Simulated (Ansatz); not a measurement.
# BrH3Si: the cost of one run

Program: the Python package of Ansatz 0.2.0. Level of theory: CAM-B3LYP/def2-SVP. These are calculated values, not measurements.

**1. Starting point**

Bond lengths: Si1–Br2 2.148 Å, Si1–H3 1.513 Å, Si1–H4 1.460 Å, Si1–H5 1.526 Å. Angles: Br2–Si1–H3 112.9°, Br2–Si1–H4 110.1°, Br2–Si1–H5 110.7°, H3–Si1–H4 109.9°, H3–Si1–H5 106.7°, H4–Si1–H5 106.2°.

brh3si.xyz, read by the script:

```xyz
5

Si   -0.09280    0.00020   -0.02830
Br    1.85580   -0.72640    0.50820
H    -1.09170   -0.10020    1.10430
H    -0.59160   -0.71900   -1.19690
H    -0.02980    1.47170   -0.42870
```

**2. The code**

brh3si.py reads:

```python
# -*- coding: utf-8 -*-
'''X-H bond energies of BrH3Si without relaxation.'''

import logging
import sys

import ansatz as az

logging.basicConfig(stream=sys.stdout, format='%(levelname)s:%(name)s:%(message)s')
logger = logging.getLogger('calc')
logger.setLevel(logging.INFO)

BASIS = 'def2-SVP'
XC = 'cam_b3lyp'


def energy_of(molecule, charge=0, unpaired=0):
    calc = molecule.calculation().basis(gaussian=BASIS).functional(XC)
    if charge:
        calc = calc.charge(charge)
    if unpaired:
        calc = calc.spin('collinear', total=unpaired)
    return calc.run(threads=1, pin='off').report['free_energy_ev']

def without(molecule, index):
    rest = az.Crystal.molecule()
    for i, site in enumerate(molecule.cartesian_sites):
        if i != index:
            rest = rest.atom(site.symbol, site.position_ang)
    return rest

mol = az.Crystal.molecule_from_extxyz('brh3si.xyz')

whole = energy_of(mol, 0)
hydrogen = energy_of(az.Crystal.molecule().atom('H', (0, 0, 0)), 0, 1)
logger.info(f'E(molecule) = {whole:.5f} eV, E(H) = {hydrogen:.5f} eV')
for index in [4]:
    radical = energy_of(without(mol, index), 0, 1)
    logger.info(f'H{index}: homolysis {23.060548 * (radical + hydrogen - whole):.1f} kcal/mol')
    anion = energy_of(without(mol, index), -1)
    logger.info(f'H{index}: loss of a proton {23.060548 * (anion - whole):.1f} kcal/mol')
```

**3. The calls as engine input**

The engine receives this input (first run):

```yaml
crystal:
  periodic: [false, false, false]
  atoms:
    - { symbol: Si, position_ang: [-0.0928, 0.0002, -0.0283] }
    - { symbol: Br, position_ang: [1.8558, -0.7264, 0.5082] }
    - { symbol: H, position_ang: [-1.0917, -0.1002, 1.1043] }
    - { symbol: H, position_ang: [-0.5916, -0.719, -1.1969] }
    - { symbol: H, position_ang: [-0.0298, 1.4717, -0.4287] }
basis:
  gaussian:
    orbitals: def2-SVP
hamiltonian:
  xc: cam_b3lyp
```

**4. Launch**

Run with:

```console
$ python brh3si.py
```

Q: Estimate wall time and peak memory on 1 thread of Arm Neoverse V1, shared host.

About 6.5 s, with a peak of 0.22 GiB.
